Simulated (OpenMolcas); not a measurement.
# HF/6-31G(d) (Cartesian functions) run of AlGeNH4O (SMILES [NH2][GeH]1[O][AlH]1)

Wanted: an optimisation with harmonic vibrations of AlGeNH4O. 

The results are computed with OpenMolcas 26.06.

1 further run of the same task is left out (set aside as unsound or not needed).

### Step 1. The molecule

AlGeNH4O has 8 atoms, charge 0, and is taken as a singlet. As SMILES, `[NH2][GeH]1[O][AlH]1`. Geometry: relaxed at PBE0-D4/def2-TZVP. This is one conformer, not always the lowest. The run starts from this shape.

Bond lengths: N1–Ge2 1.822 Å, Ge2–O3 1.896 Å, Ge2–Al4 2.331 Å, O3–Al4 1.699 Å, N1–H5 1.009 Å, N1–H6 1.008 Å, Ge2–H7 1.543 Å, Al4–H8 1.577 Å. Some angles: N1–Ge2–O3 114.7°, N1–Ge2–Al4 126.9°, O3–Ge2–Al4 46.0°, Ge2–O3–Al4 80.7°, Ge2–Al4–O3 53.4°, N1–Ge2–H7 103.9°, O3–Ge2–H7 108.8°, Al4–Ge2–H7 128.4°, Ge2–N1–H5 116.8°, Ge2–N1–H6 117.5°.

### Step 2. An optimisation with harmonic vibrations at HF/6-31G(d) (Cartesian functions)

Contents of input.xyz:

```xyz
8

N     -1.000700     1.330400     0.514400
Ge     0.239100     0.000100     0.626900
O      1.177500    -0.346000    -0.983500
Al     0.431500    -1.856900    -0.769100
H     -0.662600     2.276400     0.611900
H     -1.682100     1.271200    -0.226100
H      1.237900     0.511900     1.685400
H      0.351700    -3.244100    -1.515600
```

Contents of mol.input:

```
* AlGeH4NO Hartree-Fock

&GATEWAY
 BasLib=$CurrDir
 Coord=input.xyz
 Basis=6-31Gs
 Group=NoSym
>>> EXPORT MOLCAS_MAXITER=50
>>> Do While

&SEWARD

&SCF
 PrOrbitals=0

&SLAPAF
>>> EndDo
>>> COPY $Project.Opt.xyz $CurrDir/final.xyz
>>> COPY $Project.slapaf.h5 $CurrDir/final.slapaf.h5

&MCKINLEY

&MCLR
 Thermochemistry
 1
 1.0
 298.15
 End of PT
```

The basis set 6-31G* is read from a file made from the Basis Set Exchange's data (not shown).

Command:

```
$ export MOLCAS_MEM=1860
$ pymolcas mol.input > mol.log
```

**Question.** What will come out? Wanted: total energy; dipole moment; HOMO energy; LUMO energy; HOMO–LUMO gap; lowest harmonic wavenumber; highest harmonic wavenumber; zero-point energy; ideal-gas entropy at 298.15 K and 1 atm.

**Answer.** As computed:

Level: HF/6-31G* (Cartesian functions).

| quantity | value |
| --- | --- |
| total energy | -2448.63236 Eh |
| dipole moment | 1.66 D |
| HOMO energy | -8.52 eV |
| LUMO energy | 1.41 eV |
| HOMO–LUMO gap | 9.93 eV |
| lowest harmonic wavenumber | 160 cm⁻¹ |
| highest harmonic wavenumber | 3871 cm⁻¹ |
| zero-point energy | 125.1 kJ/mol |
| ideal-gas entropy at 298.15 K and 1 atm (symmetry number 1 as used) | 77.5 cal/(mol K) |

**Reading.** At the final geometry: Bond lengths: N1–Ge2 1.822 Å, Ge2–O3 1.862 Å, Ge2–Al4 2.339 Å, O3–Al4 1.695 Å, N1–H5 1.000 Å, N1–H6 0.999 Å, Ge2–H7 1.539 Å, Al4–H8 1.571 Å. Some angles: N1–Ge2–O3 115.8°, N1–Ge2–Al4 127.6°, O3–Ge2–Al4 45.9°, Ge2–O3–Al4 82.1°, Ge2–Al4–O3 52.1°, N1–Ge2–H7 104.6°, O3–Ge2–H7 109.9°, Al4–Ge2–H7 127.4°, Ge2–N1–H5 116.7°, Ge2–N1–H6 117.8°. All 18 modes are real, so the shape is a minimum at this level.
